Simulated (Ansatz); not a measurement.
# C3H9BO2: up Jacob's ladder to CCSD(T)

Aim: compute C3H9BO2 with functionals from several rungs and with coupled cluster. The yardstick is the atomisation energy at the CCSD(T) limit.

Method: functionals in def2-TZVPP, the program's frozen cores in correlated methods; program: Ansatz 0.2.0, Gaussian basis.

Levels to be run: PBE-D4, r2SCAN-D4, PBE0-D4, B3LYP-D4, ωB97X-V, ωB97M-V, B2PLYP; CCSD(T)/def2-TZVPP; MP2/def2-QZVPP; extrapolation to the limit.

### Step 1. The relaxed structure

An earlier PBE0-D4 in a triple-zeta def2 set relaxation fixed the geometry.

15 atoms, charge 0, spin multiplicity 1.

Atoms are counted from 1 here; the program's logs count them from 0.

Bond lengths: C1–C2 1.530 Å, C1–H7 1.094 Å, C1–H8 1.091 Å, C1–H9 1.095 Å, C2–C3 1.525 Å, C2–B4 1.582 Å, C2–H10 1.099 Å, C3–H11 1.094 Å, C3–H12 1.096 Å, C3–H13 1.095 Å, B4–O5 1.369 Å, B4–O6 1.363 Å, O5–H14 0.959 Å, O6–H15 0.961 Å. Angles: C2–C1–H7 111.1°, C2–C1–H8 111.4°, C2–C1–H9 111.1°, H7–C1–H8 108.2°, H7–C1–H9 107.3°, H8–C1–H9 107.6°, C1–C2–C3 111.2°, C1–C2–B4 110.8°, C1–C2–H10 107.1°, C3–C2–B4 113.7°, C3–C2–H10 108.1°, B4–C2–H10 105.6°, C2–C3–H11 111.4°, C2–C3–H12 111.3°, C2–C3–H13 112.2°, H11–C3–H12 106.6°, H11–C3–H13 106.9°, H12–C3–H13 108.0° and more.

### Step 2. PBE-D4 (GGA)

Input file in.yaml:

```yaml
crystal:
  periodic: [false, false, false]
  atoms:
    - {symbol: C, position_ang: [0.740447, -0.716832, -1.242879]}
    - {symbol: C, position_ang: [0.060322, 0.343534, -0.373845]}
    - {symbol: C, position_ang: [1.061564, 1.014629, 0.559790]}
    - {symbol: B, position_ang: [-1.196866, -0.262721, 0.370848]}
    - {symbol: O, position_ang: [-1.372388, -0.233966, 1.728608]}
    - {symbol: O, position_ang: [-2.174094, -0.854445, -0.372876]}
    - {symbol: H, position_ang: [1.555198, -0.281977, -1.829498]}
    - {symbol: H, position_ang: [0.032676, -1.178889, -1.932925]}
    - {symbol: H, position_ang: [1.170853, -1.513124, -0.627160]}
    - {symbol: H, position_ang: [-0.339805, 1.110139, -1.052460]}
    - {symbol: H, position_ang: [1.893740, 1.454920, 0.003476]}
    - {symbol: H, position_ang: [1.499308, 0.293650, 1.260099]}
    - {symbol: H, position_ang: [0.606402, 1.820955, 1.144131]}
    - {symbol: H, position_ang: [-0.647643, 0.193418, 2.189624]}
    - {symbol: H, position_ang: [-2.889715, -1.189312, 0.175057]}
basis:
  gaussian: {orbitals: def2-TZVPP}
hamiltonian: {xc: pbe, dispersion: d4}
output: {forces: true, orbitals: {seedname: orbitals}}
```

Launch:

```sh
$ ansatz run in.yaml --threads 2 --pin off --events-out ev --progress --plain --max-ram 22528MiB --backend cuda --devices 0, --max-vram 18GiB
```

Further steps of the session: r2SCAN-D4 (meta-GGA); PBE0-D4 (hybrid); B3LYP-D4 (hybrid); ωB97X-V (range-separated); ωB97M-V (range-separated); B2PLYP (double hybrid); CCSD(T) in def2-TZVPP; MP2 in def2-QZVPP.

Q: Predict the results of all the runs planned. Wanted: atomisation energy, CCSD(T)/CBS; farthest; mean size of error, hybrid; mean size of error, range-separated; gap, smallest and largest; T1 diagnostic; triples share of the correlation energy.

The runs gave:

| quantity | value |
| --- | --- |
| atomisation energy, CCSD(T)/CBS | 1478.1 kcal/mol |
| functionals within 7.4 kcal/mol (0.5 %) | r2SCAN-D4, PBE0-D4, B3LYP-D4, ωB97X-V, ωB97M-V |
| farthest | PBE-D4 (+28.3 kcal/mol) |
| mean size of error, hybrid | 2.7 kcal/mol |
| mean size of error, range-separated | 2.7 kcal/mol |
| gap, smallest and largest | 6.75 eV (PBE-D4), 13.27 eV (ωB97X-V) |
| T1 diagnostic | 0.0110 |
| triples share of the correlation energy | 3.6 % |

What this shows: PBE-D4 misses by +28.3 kcal/mol. Double hybrids carry the basis error of their MP2 part in triple zeta, and no dispersion term here, so their miss is partly the set-up's. Misses under about 7.4 kcal/mol are within the doubt on the reference itself, which lacks core-valence correlation, relativity and higher excitations. Hartree-Fock recovers 75 % of the binding; the rest is correlation. Orbital gaps span 6.7 to 13.3 eV; exact exchange widens them.
